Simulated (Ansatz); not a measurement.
# CH5GaO (SMILES [CH3][GaH][OH]): one structure at several levels

One table from this session's results is given with a row withheld; the runs are named, their logs left out.

Method: single points in def2-TZVPP; program: Ansatz 0.2.0, Gaussian basis.

Correlated methods freeze the cores. Filled d shells of the heavier atoms are correlated.

### Where the work starts

SMILES `[CH3][GaH][OH]`, 8 atoms, charge 0, spin multiplicity 1.

Atoms are counted from 1 here; the program's logs count them from 0.

Bond lengths: C1–Ga2 2.041 Å, C1–H4 1.038 Å, C1–H5 1.069 Å, C1–H6 1.120 Å, Ga2–O3 1.725 Å, Ga2–H7 1.529 Å, O3–H8 0.931 Å. Angles: Ga2–C1–H4 112.3°, Ga2–C1–H5 108.1°, Ga2–C1–H6 111.3°, H4–C1–H5 105.3°, H4–C1–H6 110.4°, H5–C1–H6 109.2°, C1–Ga2–O3 121.2°, C1–Ga2–H7 132.3°, O3–Ga2–H7 106.4°, Ga2–O3–H8 161.8°.

Geometry (Å):

| atom | x (Å) | y (Å) | z (Å) |
| --- | --- | --- | --- |
| C1 | -0.05090 | 1.11730 | -0.68870 |
| Ga2 | -0.21920 | -0.81520 | -0.05490 |
| O3 | 0.44230 | -1.32100 | 1.45540 |
| H4 | 0.90130 | 1.33590 | -1.03800 |
| H5 | -0.19620 | 1.75800 | 0.15490 |
| H6 | -0.81750 | 1.35710 | -1.46910 |
| H7 | -0.80810 | -2.06550 | -0.70900 |
| H8 | 0.83940 | -1.30330 | 2.29720 |

The first run:

File run/in.yaml:

```yaml
crystal:
  periodic: [false, false, false]
  atoms:
    - {symbol: C, position_ang: [-0.050900, 1.117300, -0.688700]}
    - {symbol: Ga, position_ang: [-0.219200, -0.815200, -0.054900]}
    - {symbol: O, position_ang: [0.442300, -1.321000, 1.455400]}
    - {symbol: H, position_ang: [0.901300, 1.335900, -1.038000]}
    - {symbol: H, position_ang: [-0.196200, 1.758000, 0.154900]}
    - {symbol: H, position_ang: [-0.817500, 1.357100, -1.469100]}
    - {symbol: H, position_ang: [-0.808100, -2.065500, -0.709000]}
    - {symbol: H, position_ang: [0.839400, -1.303300, 2.297200]}
basis:
  gaussian: {orbitals: def2-TZVPP}
correlation: {method: ccsd_t}
output: {forces: true}
```

No record of the launch command was kept for these runs.

Steps of the session up to this table: CCSD(T)/def2-TZVPP; PBE0-D4/def2-TZVPP; wB97M-V/def2-TZVPP; r2SCAN-D4/def2-TZVPP; PBE-D4/def2-TZVPP; r2SCAN0-D4/def2-TZVPP; SPW92/def2-TZVPP.

One of the session's tables, all rows but one given; the rest of the session is left out.

| method | RMS force component (eV/Å) | angle to CCSD(T) forces (°) | dipole (D) |
| --- | --- | --- | --- |
| CCSD(T) | 0.891 | reference | 1.06 |
| PBE0-D4 | ? | ? | ? |
| wB97M-V | 0.893 | 3.4 | 1.08 |
| r2SCAN-D4 | 0.891 | 2.9 | 1.11 |
| PBE-D4 | 0.972 | 8.7 | 1.08 |
| r2SCAN0-D4 | 0.855 | 6.1 | 1.12 |
| SPW92 | 1.026 | 17.0 | 1.07 |

Estimate the missing values for PBE0-D4.

The run gave: RMS force component (eV/Å): 0.898; angle to CCSD(T) forces (°): 2.0; dipole (D): 1.10. In the column «RMS force component (eV/Å)» it lies between wB97M-V (0.893) and PBE-D4 (0.972).
